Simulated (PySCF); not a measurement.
**ZrI₂: structure of the singlet**

Aim: relax ZrI₂ as a singlet from a PBE0 minimum start, check by its vibrations whether the end is a minimum, and collect its spectrum and constants.

Method: PBE0, basis Zr def2-TZVP with ECP28, I def2-TZVP with ECP28, scalar-relativistic core potentials, no spin–orbit coupling, density fitting; program: PySCF 2.14.0.

## 1. The system as given

3 atoms, charge 0, spin multiplicity 1.

Bond lengths: Zr1–I2 2.659 Å, Zr1–I3 2.659 Å. Angles: I2–Zr1–I3 142.8°.

```xyz
3
charge 0 multiplicity 1
Zr   -0.6256    0.0000    0.0000
I     0.2216    2.5208    0.0000
I     0.2216   -2.5208    0.0000
```

## 2. The SCF at the typed geometry

One driver script runs all steps and calls PySCF; scf.py shows how it sets up the SCF of each step. The optimiser is the driver's own. After this first run the driver tries any further starts and a stability analysis.

scf.py

```python
from pyscf import gto, scf, dft
mol = gto.M(atom='''
Zr    -0.625610    -0.000000    -0.000000
I      0.221610     2.520770     0.000000
I      0.221610    -2.520770    -0.000000''',
    basis={'Zr': 'def2-TZVP', 'I': 'def2-TZVP'},
    ecp={'Zr': 'def2-TZVP', 'I': 'def2-TZVP'},
    charge=0, spin=0)
mf = dft.RKS(mol, xc='PBE0')
mf.grids.atom_grid = (50, 194)
aux = {'Zr': 'def2-universal-JKFIT', 'I': 'def2-universal-JKFIT'}
mf = mf.density_fit(auxbasis=aux)
mf.conv_tol = 1e-08
mf.diis_space = 10
mf.max_cycle = 60
mf.init_guess = 'huckel'
mf.verbose = 4
mf.kernel()
```

Command:

```sh
> OMP_NUM_THREADS=4 python axn.py task.json out
```

What it wrote, shortened:

```text
[... the frontier levels of the middle cycles are left out ...]
init E= -642.128977070601
  HOMO = -0.318388912016041  LUMO = -0.305743809642416  gap/eV = 0.34409
cycle= 1 E= -632.561681237384  delta_E= 9.57  |g|= 5.48  |ddm|= 4.89
cycle= 2 E= -595.255207639821  delta_E= 37.3  |g|=  7.1  |ddm|= 16.4
  HOMO = -0.358497170755164  LUMO = -0.344408726188264  gap/eV = 0.38337
cycle= 3 E= -636.379727644774  delta_E= -41.1  |g|= 5.04  |ddm|=   16
cycle= 4 E= -625.068938113719  delta_E= 11.3  |g|= 6.95  |ddm|= 5.19
cycle= 5 E= -625.326258927595  delta_E= -0.257  |g|=  6.9  |ddm|= 0.138
cycle= 6 E= -625.317895691043  delta_E= 0.00836  |g|= 6.91  |ddm|= 0.0121
cycle= 7 E= -625.116218702059  delta_E= 0.202  |g|= 6.96  |ddm|= 0.417
cycle= 8 E= -623.889255824733  delta_E= 1.23  |g|= 7.15  |ddm|=  2.6
cycle= 9 E= -624.093812532112  delta_E= -0.205  |g|= 7.12  |ddm|= 0.114
cycle= 10 E= -624.161345258419  delta_E= -0.0675  |g|= 7.11  |ddm|= 0.128
cycle= 11 E= -624.729797650666  delta_E= -0.568  |g|= 7.05  |ddm|= 0.828
cycle= 12 E= -625.590223618448  delta_E= -0.86  |g|= 6.87  |ddm|= 2.25
cycle= 13 E= -609.953080596224  delta_E= 15.6  |g|= 6.96  |ddm|= 19.3
cycle= 14 E= -637.394222661491  delta_E= -27.4  |g|= 4.75  |ddm|= 18.1
[... 26 cycles left out ...]
cycle= 41 E= -642.517912119886  delta_E= -0.016  |g|= 0.113  |ddm|= 0.432
cycle= 42 E= -642.523176564038  delta_E= -0.00526  |g|= 0.0409  |ddm|= 0.219
cycle= 43 E= -642.525371212116  delta_E= -0.00219  |g|= 0.0325  |ddm|= 0.162
cycle= 44 E= -642.52674843702  delta_E= -0.00138  |g|= 0.0246  |ddm|= 0.117
cycle= 45 E= -642.528887739997  delta_E= -0.00214  |g|= 0.0121  |ddm|= 0.302
cycle= 46 E= -642.529124544625  delta_E= -0.000237  |g|= 0.00589  |ddm|= 0.0761
cycle= 47 E= -642.529183416746  delta_E= -5.89e-05  |g|= 0.00255  |ddm|= 0.0308
cycle= 48 E= -642.529217653639  delta_E= -3.42e-05  |g|= 0.00143  |ddm|= 0.0326
cycle= 49 E= -642.529225701143  delta_E= -8.05e-06  |g|= 0.000896  |ddm|= 0.0137
cycle= 50 E= -642.529230625447  delta_E= -4.92e-06  |g|= 0.000576  |ddm|= 0.0144
cycle= 51 E= -642.529231562512  delta_E= -9.37e-07  |g|= 0.00026  |ddm|= 0.0074
cycle= 52 E= -642.529231653563  delta_E= -9.11e-08  |g|= 6.88e-05  |ddm|= 0.00171
cycle= 53 E= -642.529231678695  delta_E= -2.51e-08  |g|= 4.25e-05  |ddm|= 0.000861
cycle= 54 E= -642.52923168426  delta_E= -5.57e-09  |g|= 3.06e-05  |ddm|= 0.000281
  HOMO = -0.201597178114592  LUMO = -0.124256704001585  gap/eV = 2.10454
Extra cycle  E= -642.52923168811  delta_E= -3.85e-09  |g|= 2.92e-05  |ddm|= 0.000239
converged SCF energy = -642.52923168811
```

This step, with its further starts and checks, took 5.5 s on 4 threads of AMD EPYC 9R45 (Zen 5), shared host.

The test of internal stability found no lower closed-shell solution.

## 3. PBE0 minimum start, singlet: relaxation

The program finds C2v symmetry in the start, which this walk keeps. Threshold on the gradient: 0.0003 Eh/bohr, with a further test on the energy change.

scf.py: that of step 2 with these lines changed.

```diff
@@ -3,3 +3,3 @@
-Zr    -0.625610    -0.000000    -0.000000
-I      0.221610     2.520770     0.000000
-I      0.221610    -2.520770    -0.000000''',
+Zr    -0.625614     0.000000     0.000000
+I      0.221606     2.520770     0.000000
+I      0.221606    -2.520770     0.000000''',
@@ -16 +15,0 @@
-mf.init_guess = 'huckel'
```

Energy and gradient, step by step:

```csv
step,energy (Eh),change (kJ/mol),largest symmetric gradient (Eh/bohr)
0,-642.529232,0.00,0.00040
1,-642.529235,-0.01,0.00034
2,-642.529279,-0.13,0.00057
3,-642.529327,-0.25,0.00011
4,-642.529324,-0.24,0.00018
5,-642.529325,-0.25,0.00009
```

The walk took 16 s.

End point (C2v, 5 steps, 0.2 kJ/mol gained): Zr–I 2.661 Å (×2); I–Zr–I 150.3°.

## 4. Is it a minimum? Harmonic modes

The point is checked on the finer grid, and tightened if its gradient asks for it. The Hessian and the dipole derivatives come from central differences of analytic gradients, with steps of 0.02 bohr.

scf.py: that of step 3 with these lines changed.

```diff
@@ -3,3 +3,3 @@
-Zr    -0.625614     0.000000     0.000000
-I      0.221606     2.520770     0.000000
-I      0.221606    -2.520770     0.000000''',
+Zr    -0.629700     0.000000     0.000000
+I      0.241496     2.512106     0.000000
+I      0.241496    -2.512106     0.000000''',
@@ -10 +10 @@
-mf.grids.atom_grid = (50, 194)
+mf.grids.atom_grid = (75, 302)
@@ -13 +13 @@
-mf.conv_tol = 1e-08
+mf.conv_tol = 1e-10
```

This SCF starts from the last density.

Log of the central SCF (cycles and frontier levels):

```text
init E= -642.529423059902
  HOMO = -0.201129069432878  LUMO = -0.123819524269639  gap/eV = 2.10370
cycle= 1 E= -642.529423059903  delta_E= -1.82e-12  |g|= 1.42e-06  |ddm|= 2.99e-06
  HOMO = -0.201129510499384  LUMO = -0.123820091276946  gap/eV = 2.10370
Extra cycle  E= -642.529423059899  delta_E= 4.66e-12  |g|= 3.32e-06  |ddm|= 6.03e-06
converged SCF energy = -642.529423059899
```

The whole step took 43 s.

Geometry: C2v; Zr–I 2.659 Å (×2); I–Zr–I 141.7°.

Harmonic modes (main isotopes):

```tsv
symmetry	ω (cm⁻¹)	IR (km/mol)
a1	31	0.5
a1	182	2.9
b2	268	61.6
```

All wavenumbers are real: a minimum.

Properties at this point:

- Dipole moment: 0.91 D
- Highest occupied level: -5.47 eV
- Lowest empty level: -3.37 eV
- Rotational constants: 0.3346, 0.01052, 0.0102 cm⁻¹
- Zero-point energy: 2.9 kJ/mol
- Principal polarisabilities: 115.2, 123.7, 174.9 bohr³
- Atomisation energy without zero-point energy: 685 kJ/mol
- Principal traceless quadrupole moments about the centre of mass: -1.82, -0.89, 2.71 D Å
- Entropy at 298.15 K and 1 bar: 342.7 J/(mol K)
- Heat capacity Cp at 298.15 K: 56.6 J/(mol K)
- Enthalpy at 298.15 K above 0 K: 14.97 kJ/mol
- Rotational symmetry number: 2

Charges (e) and bond orders:

```csv
atom,Mulliken,Löwdin,polar tensor,Mayer order to Zr1
Zr1,0.56,-0.38,0.88,–
"I2,3",-0.28,0.19,-0.44,1.27
```

Outer orbital energies (eV). occupied: -19.26, -9.78, -8.86, -8.47, -8.33, -8.21, -8.21, -5.47; empty: -3.37, -3.36, -2.67, -2.63.

Mulliken populations on Zr1 (outside its core potential): s 3.17, p 6.25, d 1.99, f 0.02.

## 5. A spin-polarised start

A stability analysis found the closed shell of the lowest minimum unstable towards spin polarisation, so the unrestricted solution is followed.

The program finds C2v symmetry in the start, which may break. Threshold on the gradient: 0.0003 Eh/bohr, with a further test on the energy change.

scf.py: that of step 4 with these lines changed.

```diff
@@ -3,3 +3,3 @@
-Zr    -0.629700     0.000000     0.000000
-I      0.241496     2.512106     0.000000
-I      0.241496    -2.512106     0.000000''',
+Zr    -0.643318     0.000000     0.000000
+I      0.227877     2.512106     0.000000
+I      0.227877    -2.512106     0.000000''',
@@ -9,2 +9,2 @@
-mf = dft.RKS(mol, xc='PBE0')
-mf.grids.atom_grid = (75, 302)
+mf = dft.UKS(mol, xc='PBE0')
+mf.grids.atom_grid = (50, 194)
@@ -13 +13 @@
-mf.conv_tol = 1e-10
+mf.conv_tol = 1e-08
```

The optimiser's trace:

```csv
step,energy (Eh),change (kJ/mol),largest gradient (Eh/bohr)
0,-642.550231,0.00,0.00812
1,-642.550736,-1.32,0.00362
2,-642.550970,-1.94,0.00196
3,-642.551090,-2.26,0.00277
4,-642.551331,-2.89,0.00412
5,-642.551474,-3.26,0.00322
6,-642.551687,-3.82,0.00026
7,-642.551700,-3.86,0.00062
8,-642.551704,-3.87,0.00003
```

The walk took 30 s.

Geometry (Å) and forces (eV/Å) at some steps:

```
step 0
Zr  -0.643   0.000   0.000  -0.194   0.000   0.000
I    0.228   2.512   0.000   0.097   0.418   0.000
I    0.228  -2.512   0.000   0.097  -0.418   0.000
step 1
Zr  -0.639   0.000   0.000  -0.027   0.000   0.000
I    0.226   2.536   0.000   0.013   0.186   0.000
I    0.226  -2.536   0.000   0.013  -0.186   0.000
step 4
Zr  -0.515   0.000   0.000   0.181   0.000   0.000
I    0.164   2.638   0.000  -0.090  -0.212   0.000
I    0.164  -2.638   0.000  -0.090   0.212   0.000
step 8
Zr  -0.415   0.000   0.000   0.001   0.000   0.000
I    0.114   2.651   0.000  -0.001  -0.001   0.000
I    0.114  -2.651   0.000  -0.001   0.001   0.000
```

After 8 steps and 3.9 kJ/mol it ends at C2v: Zr–I 2.703 Å (×2); I–Zr–I 157.5°.

## 6. Vibrations and properties at this point

As before: finer grid, then central differences.

scf.py: that of step 5 with these lines changed.

```diff
@@ -3,3 +3,3 @@
-Zr    -0.643318     0.000000     0.000000
-I      0.227877     2.512106     0.000000
-I      0.227877    -2.512106     0.000000''',
+Zr    -0.348693    -0.000000    -0.000000
+I      0.117465     2.664103     0.000000
+I      0.117465    -2.664103     0.000000''',
@@ -10 +10 @@
-mf.grids.atom_grid = (50, 194)
+mf.grids.atom_grid = (75, 302)
@@ -13 +13 @@
-mf.conv_tol = 1e-08
+mf.conv_tol = 1e-10
```

SCF at the final geometry:

```text
init E= -642.551582235526
[... the frontier-level lines of each cycle are left out ...]
cycle= 1 E= -642.551582235527  delta_E= -1.36e-12  |g|= 2e-06  |ddm|= 4.42e-06
Extra cycle  E= -642.551582235529  delta_E= -2.16e-12  |g|= 2.38e-06  |ddm|= 3.8e-06
converged SCF energy = -642.551582235529  <S^2> = 0.96572776  2S+1 = 2.2052009
```

The whole step took 51 s on 4 threads of AMD EPYC 9R45 (Zen 5), shared host.

Geometry: C2v; Zr–I 2.705 Å (×2); I–Zr–I 160.2°.

Modes, for the most abundant isotopes:

| symmetry | ω (cm⁻¹) | IR (km/mol) | μ (u) |
| --- | --- | --- | --- |
| a1 | 25 | 1.4 | 100.26 |
| a1 | 156 | 1.2 | 122.25 |
| b2 | 264 | 92.3 | 97.51 |

Every mode is real; the point is a minimum.

Constants and moments:

- Dipole moment: 0.79 D
- Highest occupied level: -5.92 eV
- Lowest empty level: -2.75 eV
- Rotational constants: 1.169, 0.009358, 0.009284 cm⁻¹
- Zero-point energy: 2.7 kJ/mol
- Principal polarisabilities: 98.9, 102.4, 173.9 bohr³
- Atomisation energy without zero-point energy: 744 kJ/mol
- Principal traceless quadrupole moments about the centre of mass: -7.35, 3.48, 3.87 D Å
- Entropy at 298.15 K and 1 bar: 341.4 J/(mol K)
- Heat capacity Cp at 298.15 K: 56.8 J/(mol K)
- Enthalpy at 298.15 K above 0 K: 15.13 kJ/mol
- Rotational symmetry number: 2
- Spin squared ⟨S²⟩: 0.966

Populations by atom (charges in e):

```tsv
atom	Mulliken	Löwdin	polar tensor	spin (Mulliken)	Mayer order to Zr1
Zr1	0.67	-0.26	1.09	-0.01	–
I2,3	-0.34	0.13	-0.54	0.01	1.15
```

Mulliken populations on Zr1 (outside its core potential): s 2.81, p 6.25, d 2.24, f 0.02.

## 7. All stationary points

| spin | group | bonds | imaginary modes (cm⁻¹) | ΔE (kJ/mol) | with zero-point energy |
| --- | --- | --- | --- | --- | --- |
| broken-symmetry (Ms = 0) | C2v | Zr–I 2.705 Å (×2) | none | 0.0 | 0.0 |
| singlet | C2v | Zr–I 2.659 Å (×2) | none | 58.2 | 58.4 |

## 8. Summary of results

| quantity | value |
| --- | --- |
| minimum | broken-symmetry (Ms = 0), C2v |
| geometry | Zr–I 2.705 Å (×2); I–Zr–I 160.2° |
| wavenumbers (cm⁻¹) | 25 (a1), 156 (a1), 264 (b2) |
| dipole moment | 0.79 D |
| highest occupied, lowest empty level (either spin) | -5.92, -2.75 eV |
| polar-tensor charge of Zr1 | +1.09 e |
| zero-point energy | 2.7 kJ/mol |
| entropy at 298.15 K | 341.4 J/(mol K) |
| atomisation energy (no zero-point energy) | 744 kJ/mol |
| ⟨S²⟩ | 0.966 |

In words: The PBE0 minimum start keeps its C2v symmetry and ends in a minimum. The determinant is spin-contaminated (⟨S²⟩ = 0.97 against 0.00), so it is no pure spin state. The strongest infrared band lies at 264 cm⁻¹ (b2). Only this shape and spin were tried, so other structures or states may lie lower. Spin–orbit coupling is left out.

The search up to here took 2.5 min.
